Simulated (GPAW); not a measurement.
**AlIn in GPAW: convergence with smearing width (eV)**

AlIn:

```
Al In
1.0
     3.05413    0.00000    0.00000
    -1.52707    2.64496    0.00000
     0.00000    0.00000    5.82802
Al In
1 1
Direct
  0.00000 0.00000 0.00000
  0.00000 0.00000 0.50000
```

The cell was built by a generator and needn't be a form met in nature.

- Program: GPAW 26.7.0
- Task: convergence study
- Functional: PBE
- Potentials or basis: GPAW PAW data sets (gpaw-data 1.2.1)
- Cutoff: 600 eV
- Basis: pw
- k mesh: 8 × 8 × 4
- Occupations: fermi-dirac, width 0.5 eV
- Spin: no spin polarisation

These are the settings of the first run; the series varies smearing width (eV), with any setting tied to it.

Hardware: 1 thread of Arm Neoverse V1, with other jobs on the host.

| smearing width (eV) | energy less the tightest run, at zero smearing (meV/atom) | pressure (GPa) | SCF cycles | CPU time (s) | peak memory (GiB) |
| --- | --- | --- | --- | --- | --- |
| 0.5 | -27.31 | 0.67 | 9 | 16 | 0.15 |
| 0.3 | -18.88 | 0.12 | 9 | 16 | 0.15 |
| 0.2 | -12.29 | -0.03 | 9 | 16 | 0.15 |
| 0.15 | -8.14 | -0.09 | 9 | 16 | 0.15 |
| 0.1 | -3.97 | -0.15 | 9 | 16 | 0.15 |
| 0.05 | -0.80 | -0.25 | 9 | 16 | 0.15 |
| 0.025 | -0.15 | -0.36 | 9 | 16 | 0.15 |
| 0.01 | 0.00 | -0.43 | 9 | 16 | 0.15 |

Against the tightest run, the energy stays within 1 meV/atom from 0.05 on; the pressure stays within 0.1 GPa from 0.025 on. Narrower smearing needs a denser k mesh, so at a fixed mesh the narrowest width isn't the most accurate. The tightest run that finished is the yardstick and may itself not be fully converged.
